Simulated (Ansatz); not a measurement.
What does this script print? It uses the Ansatz DFT code, driven from Python.

`ch4alcls_md.py`:
```python
"""A short Born-Oppenheimer trajectory of CH4AlClS."""

import ansatz as az
import numpy as np


def main() -> None:
    geometry = (
        az.Crystal.molecule()
        .atom("C", (-0.9991, 0.6894, -0.5131))
        .atom("S", (-0.0926, -0.5828, -1.3392))
        .atom("Al", (1.3028, -0.8847, 0.3956))
        .atom("Cl", (0.8872, -2.2948, 2.0176))
        .atom("H", (-0.3895, 1.5915, -0.3081))
        .atom("H", (-1.8507, 1.0881, -1.2128))
        .atom("H", (-1.4863, 0.3511, 0.4102))
        .atom("H", (2.7203, -0.015, 0.494))
    )

    calc = (
        geometry.calculation()
        .basis(gaussian="6-31G")
        .functional("BLYP")
    )
    symbols = [site.symbol for site in geometry.cartesian_sites]
    start = np.array([site.position_ang for site in geometry.cartesian_sites], dtype=float)
    rep = calc.relax(force_tolerance=0.02, max_steps=100).run().report
    end = np.array(rep["positions_ang"])
    minimum = az.Crystal.molecule()
    for symbol, place in zip(symbols, end):
        minimum = minimum.atom(symbol, place.tolist())

    # dynamics from the relaxed geometry
    calc = (
        minimum.calculation()
        .basis(gaussian="6-31G")
        .functional("BLYP")
        .md("nve", timestep=1.0, steps=40, temperature=300, initial_velocities="maxwell_boltzmann", seed=11)
    )
    frames = []
    res = calc.session().plan().execute(on_event=lambda e: frames.append(e["data"]) if e["event"] == "md_step" else None)
    print("t (fs)   E_pot (eV)      E_kin (eV)   T (K)   d(0-1) (A)")
    for f in frames[::2]:
        xyz = np.array(f["positions_ang"])
        print(f"{f['time_fs']:6.2f} {f['lagrangian_ev']:14.5f} {f['e_kin_ev']:10.5f} {f['temperature_k']:8.1f} {np.linalg.norm(xyz[0] - xyz[1]):9.4f}")
    kept = np.array([f["conserved_ev"] for f in frames])
    print(f"conserved energy moves by at most {1000 * np.ptp(kept):.3f} meV")


if __name__ == "__main__":
    main()
```

```console
$ python ch4alcls_md.py
t (fs)   E_pot (eV)      E_kin (eV)   T (K)   d(0-1) (A)
  0.00   -31055.83874    0.23267    300.0    1.9398
  2.00   -31055.78434    0.18102    233.4    1.9430
  4.00   -31055.74758    0.14420    185.9    1.9443
  6.00   -31055.74661    0.14258    183.8    1.9439
  8.00   -31055.74469    0.14142    182.3    1.9435
 10.00   -31055.76592    0.16122    207.9    1.9441
 12.00   -31055.74598    0.14233    183.5    1.9449
 14.00   -31055.73954    0.13670    176.3    1.9443
 16.00   -31055.77715    0.17213    221.9    1.9423
 18.00   -31055.76093    0.15722    202.7    1.9407
 20.00   -31055.74524    0.14169    182.7    1.9415
 22.00   -31055.74384    0.13953    179.9    1.9442
 24.00   -31055.73371    0.13062    168.4    1.9471
 26.00   -31055.75178    0.14678    189.3    1.9483
 28.00   -31055.72213    0.11864    153.0    1.9483
 30.00   -31055.70929    0.10688    137.8    1.9481
 32.00   -31055.76592    0.16132    208.0    1.9482
 34.00   -31055.78861    0.18435    237.7    1.9478
 36.00   -31055.77636    0.17183    221.6    1.9455
 38.00   -31055.72825    0.12444    160.5    1.9415
 40.00   -31055.68921    0.08691    112.1    1.9380
conserved energy moves by at most 3.764 meV
```

Reading the output:
- Total energies depend on the basis set; only differences at equal settings carry meaning.
- The trajectory is only some femtoseconds long, so its temperature is not equilibrated; where the script doesn't relax first, it starts from a rough generated geometry.
- The temperature counts the internal degrees of freedom alone.
- With hydrogen a step over 0.5 fs is long.
- The whole script took 3.6 min on 1 thread of Intel(R) Xeon(R) Platinum 8259CL CPU @ 2.50GHz (Skylake/Cascade Lake) (shared host), peak memory 0.23 GiB.

(Lines on the test bed's own set-up are left out of the output.)
